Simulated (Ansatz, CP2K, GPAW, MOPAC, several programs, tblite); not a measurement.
# What cheap methods get right for SrO

Aim: run SrO through methods of unlike cost and see what each gets, and at what price.

Method: no spin polarisation, static lattice; gaps from single points on the cell relaxed beforehand with r²SCAN, in MOPAC, tblite, CP2K, GPAW, Ansatz (versions at each run).

3 further runs of the same task are left out: 3 that didn't finish.

## 1. The system as given

The structure is cubic, space group Fm-3m (No. 225). Conventional cell: a = 5.160 Å, b = 5.160 Å, c = 5.160 Å, α = 90.00°, β = 90.00°, γ = 90.00°. Around Sr (site symmetry m-3m) lie 6 O at 2.58 Å. O (site symmetry m-3m) has 6 Sr at 2.58 Å as nearest neighbours.

Coordinates:

```
Sr O
1.0
     0.00000    2.57989    2.57989
     2.57989    0.00000    2.57989
     2.57989    2.57989    0.00000
Sr O
1 1
Cartesian
  0.0000 0.0000 0.0000
  2.5799 2.5799 2.5799
```

The structure type (rocksalt) is imposed and need not be the compound's stable one.

**Question.** The methods are PM6, PM7, GFN1-xTB (tblite), GFN2-xTB (tblite), PBE/DZVP, PBE/single-zeta, PBE/SZV, coarse PBE, GLLB-SC, PBE, r2SCAN. What gap does r2SCAN give on this cell, and which other methods (full PBE left aside) come nearest to r2SCAN and farthest in gap?

```
                                      quantity                                              value
                                        r2SCAN              gap 3.80 eV, 17.17 Å³/atom, B₀ 94 GPa
gap: nearest and farthest of the other methods  PBE/DZVP (-0.39 eV), GFN2-xTB (tblite) (-3.80 eV)
```

**Reading.** For the gap, of the 8 methods compared (full PBE left aside), PBE/DZVP comes nearest to r2SCAN and GFN2-xTB (tblite) is farthest. A minimal basis or a coarse cutoff and mesh shifts results by its own error, so closeness to r2SCAN can be chance. Cluster runs see only the k-points that fold onto the zone centre, so their gaps can miss the band edges. GLLB-SC is compared with its derivative discontinuity added. GFN1-xTB (tblite) ended in an unphysical state and is left out of the comparison. No volume is given for PM6, PM7, GFN2-xTB (tblite), PBE/single-zeta, PBE/SZV, coarse PBE, which can hide a larger miss. CPU times run from 0.44 s (coarse PBE) to 46 s (PBE/single-zeta). On this cell GFN1-xTB (tblite), GFN2-xTB (tblite), PBE/DZVP, PBE/single-zeta, PBE/SZV, GLLB-SC cost more than r2SCAN itself (2.9 s), so they are no saving here. GFN2-xTB (tblite) disagrees with r2SCAN even on whether there is a gap. r2SCAN is a yardstick, not the truth: it usually gives gaps below the measured ones.
